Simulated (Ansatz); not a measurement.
# AlFH2O2, SMILES [OH][Al]([OH])[F]: a rigid scan of one bond length

Program: the Python package of Ansatz (0.2.0).

The script reads `alfh2o2.xyz`:
```text
6

O    -0.21810    1.19580   -1.09660
Al   -0.13580   -0.31170   -0.13640
O     0.61670   -0.28300    1.51020
F    -0.69280   -1.84270   -0.81310
H    -1.13610    1.61920   -0.85750
H     1.60830   -0.44160    1.34710
```

Interactive session:
```pycon
>>> from dataclasses import dataclass
>>> import ansatz as az
>>> import numpy as np
>>> @dataclass(frozen=True)
... class Options:
...     basis_set: str = "def2-SVP"
...     xc: str = "PBE0"
...
>>> settings = Options()
>>> geometry = az.Crystal.molecule_from_extxyz("alfh2o2.xyz")
>>> symbols = [site.symbol for site in geometry.cartesian_sites]
>>> start = np.array([site.position_ang for site in geometry.cartesian_sites])
>>> axis = (start[4] - start[0]) / np.linalg.norm(start[4] - start[0])
>>> moving = [4]
>>> lengths, energies = [0.914, 0.956, 0.997, 1.039, 1.08, 1.122, 1.163, 1.226], []
>>> for length in lengths:
...     xyz = start.copy()
...     xyz[moving] += (length - np.linalg.norm(start[4] - start[0])) * axis
...     point = az.Crystal.molecule()
...     for symbol, place in zip(symbols, xyz):
...         point = point.atom(symbol, place.tolist())
...     setup = (
...         point.calculation()
...         .basis(gaussian=settings.basis_set)  # the orbital basis, by name
...         .functional(settings.xc)
...     )
...     summary = setup.run(threads=1, backend="cpu").report
...     energies.append(summary["free_energy_ev"])
...     print(f"r = {length:6.3f} A  E = {energies[-1]:.5f} eV  <S^2> = {abs(summary['mean_field']['state']['spin_squared']):.3f}")
...
r =  0.914 A  E = -13426.77844 eV  <S^2> = 0.000
r =  0.956 A  E = -13426.85703 eV  <S^2> = 0.000
r =  0.997 A  E = -13426.83748 eV  <S^2> = 0.000
r =  1.039 A  E = -13426.74369 eV  <S^2> = 0.000
r =  1.080 A  E = -13426.59865 eV  <S^2> = 0.000
r =  1.122 A  E = -13426.41005 eV  <S^2> = 0.000
r =  1.163 A  E = -13426.19792 eV  <S^2> = 0.000
r =  1.226 A  E = -13425.83682 eV  <S^2> = 0.000
>>> # quartic fit about the minimum
>>> fit = np.polynomial.Polynomial.fit(lengths, np.array(energies) - min(energies), 4).convert()
>>> roots = [r.real for r in fit.deriv().roots() if abs(r.imag) < 1e-9 and fit.deriv(2)(r.real) > 0]
>>> r_e = min(roots, key=lambda r: abs(r - lengths[int(np.argmin(energies))]))
>>> print(f"minimum of the fit at {r_e:.4f} A, force constant {fit.deriv(2)(r_e):.2f} eV/A^2")
minimum of the fit at 0.9669 A, force constant 51.98 eV/A^2
```

Reading the output:
- These settings explore the input space; basis and method may be short of convergence.
- The rest of the molecule is held rigid at a force-field or estimated start geometry, and the basis set is modest; single-reference methods fail as a bond breaks.
- The orbitals are restricted, so S² is zero by construction.
- It ran for 12 s on 1 thread of Arm Neoverse V1, with other jobs on the host, peak memory 0.19 GiB.

(Lines on the test bed's own set-up are left out of the output.)
